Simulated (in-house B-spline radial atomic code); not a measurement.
**Br²⁺: excited configurations**

How much energy does it take to promote electrons of Br²⁺ to other shells? Each configuration is solved by itself and compared with the reference.

Method: Dirac-Hartree-Fock, average of configuration, Fermi nucleus, basis-set limit. Code: in-house B-spline radial atomic code version 1.

## (1) What is computed

```
element       : bromine (Z = 35)
charge        : +2
electrons     : 33
configuration : [Ar] 3d10 4s2 4p3
Hamiltonian   : Dirac-Coulomb
nucleus       : Fermi, rms radius 4.163 fm
```

The outer shells:

[Ar] 3d10 4s2 4p3
```
[Ar] core
3d [↑↓][↑↓][↑↓][↑↓][↑↓]
4s [↑↓]
4p [↑ ][↑ ][↑ ]
```

The boxes draw the filling by Hund's rule, which heavy ions in jj coupling don't follow; these runs average over all states of the configuration.

Settings of the run:

```ini
Z = 35
electrons = 33.0
configuration = [Ar] 3d10 4s2 4p3
hamiltonian = dirac
method = hf
spin_polarised = False
nucleus = fermi
rms_radius = 4.1629
mass_number = 79
atomic_mass = 78.918337574
speed_of_light = 137.035999084
```

The reference is known from an earlier run: -2603.798291 hartree in all. Up to eight levels, counted from the top:

```csv
orbital,occupation,energy (eV),<r> (bohr)
3s1/2,2,-301.69,0.5480
3p1/2,2,-234.33,0.5554
3p3/2,4,-227.10,0.5651
3d3/2,4,-110.61,0.5823
3d5/2,6,-109.45,0.5862
4s1/2,2,-48.347,1.615
4p1/2,1,-34.022,1.848
4p3/2,2,-33.374,1.876
```

## (2) Run with [Ar] 3d10 4s1 4p3 6g1

Settings of the run:

```ini
Z = 35
electrons = 33.0
configuration = [Ar] 3d10 4s1 4p3 6g1
hamiltonian = dirac
method = hf
spin_polarised = False
nucleus = fermi
rms_radius = 4.1629
mass_number = 79
atomic_mass = 78.918337574
speed_of_light = 137.035999084
```

## (3) [Ar] 3d10 4s1 4p3 6s1

Settings: those of step 2 with these lines changed.

```diff
@@ -2,3 +2,3 @@
 electrons = 33.0
-configuration = [Ar] 3d10 4s1 4p3 6g1
+configuration = [Ar] 3d10 4s1 4p3 6s1
 hamiltonian = dirac
```

## (4) Configuration [Ar] 3d9 4s2 4p3 8p1

Settings: those of step 3 with these lines changed.

```diff
@@ -2,3 +2,3 @@
 electrons = 33.0
-configuration = [Ar] 3d10 4s1 4p3 6s1
+configuration = [Ar] 3d9 4s2 4p3 8p1
 hamiltonian = dirac
```

## (5) Run with [Ar] 3d10 4s2 4p2 5s1

Settings: those of step 4 with these lines changed.

```diff
@@ -2,3 +2,3 @@
 electrons = 33.0
-configuration = [Ar] 3d9 4s2 4p3 8p1
+configuration = [Ar] 3d10 4s2 4p2 5s1
 hamiltonian = dirac
```

## (6) Configuration [Ar] 3d10 4s1 4p3 4d1

Settings: those of step 5 with these lines changed.

```diff
@@ -2,3 +2,3 @@
 electrons = 33.0
-configuration = [Ar] 3d10 4s2 4p2 5s1
+configuration = [Ar] 3d10 4s1 4p3 4d1
 hamiltonian = dirac
```

## (7) Run with [Ar] 3d9 4s2 4p3 7s1

Settings: those of step 6 with these lines changed.

```diff
@@ -2,3 +2,3 @@
 electrons = 33.0
-configuration = [Ar] 3d10 4s1 4p3 4d1
+configuration = [Ar] 3d9 4s2 4p3 7s1
 hamiltonian = dirac
```

## (8) Run with [Ar] 3d10 4s2 4p2 7d1

Settings: those of step 7 with these lines changed.

```diff
@@ -2,3 +2,3 @@
 electrons = 33.0
-configuration = [Ar] 3d9 4s2 4p3 7s1
+configuration = [Ar] 3d10 4s2 4p2 7d1
 hamiltonian = dirac
```

## (9) Configuration [Ar] 3d9 4s2 4p3 7g1

Settings: those of step 8 with these lines changed.

```diff
@@ -2,3 +2,3 @@
 electrons = 33.0
-configuration = [Ar] 3d10 4s2 4p2 7d1
+configuration = [Ar] 3d9 4s2 4p3 7g1
 hamiltonian = dirac
```

How far above the reference does each configuration lie (order and size, in eV)?

**Answer**, as computed:

| net move | configuration | energy above the reference (eV) | with Breit, QED, recoil (eV) | largest <r> (bohr) |
| --- | --- | --- | --- | --- |
| 4p → 5s | [Ar] 3d10 4s2 4p2 5s1 | 16.956 | 16.952 | 3.91 |
| 4p → 7d | [Ar] 3d10 4s2 4p2 7d1 | 29.559 | 29.549 | 16.3 |
| 4s → 4d | [Ar] 3d10 4s1 4p3 4d1 | 31.624 | 31.588 | 2.86 |
| 4s → 6s | [Ar] 3d10 4s1 4p3 6s1 | 39.092 | 39.063 | 7.20 |
| 4s → 6g | [Ar] 3d10 4s1 4p3 6g1 | 44.291 | 44.259 | 14.6 |
| 3d → 7s | [Ar] 3d9 4s2 4p3 7s1 | 97.591 | 97.617 | 11.4 |
| 3d → 8p | [Ar] 3d9 4s2 4p3 8p1 | 99.712 | 99.737 | 18.4 |
| 3d → 7g | [Ar] 3d9 4s2 4p3 7g1 | 100.50 | 100.53 | 21.1 |

Quantum defects of the promoted electron, δ = n − ζ/√(−2ε) with ζ = 3 and ε its orbital energy in hartree:

| promotion | δ |
| --- | --- |
| 4p → 5s | 2.248 |
| 4p → 7d | 1.127 |
| 4s → 6s | 2.299 |
| 4s → 6g | 0.002 |
| 3d → 7s | 2.244 |
| 3d → 8p | 1.901 |
| 3d → 7g | 0.003 |

The lowest of them is 4p → 5s at 16.956 eV and the highest 3d → 7g at 100.50 eV. Koopmans' estimate of the ionisation threshold is 33.374 eV; 5 configurations exceed it by over 2 % and could autoionise. Of those tabulated, the defect is largest for 6s (2.30) and least for 6g (0.00): low angular momentum penetrates the core, high angular momentum stays outside it. Two partly filled shells share a symmetry and can mix in the average, which may lower the energy, for: 4s → 6s; 3d → 8p. These are averages over configurations, without correlation, not spectroscopic levels.
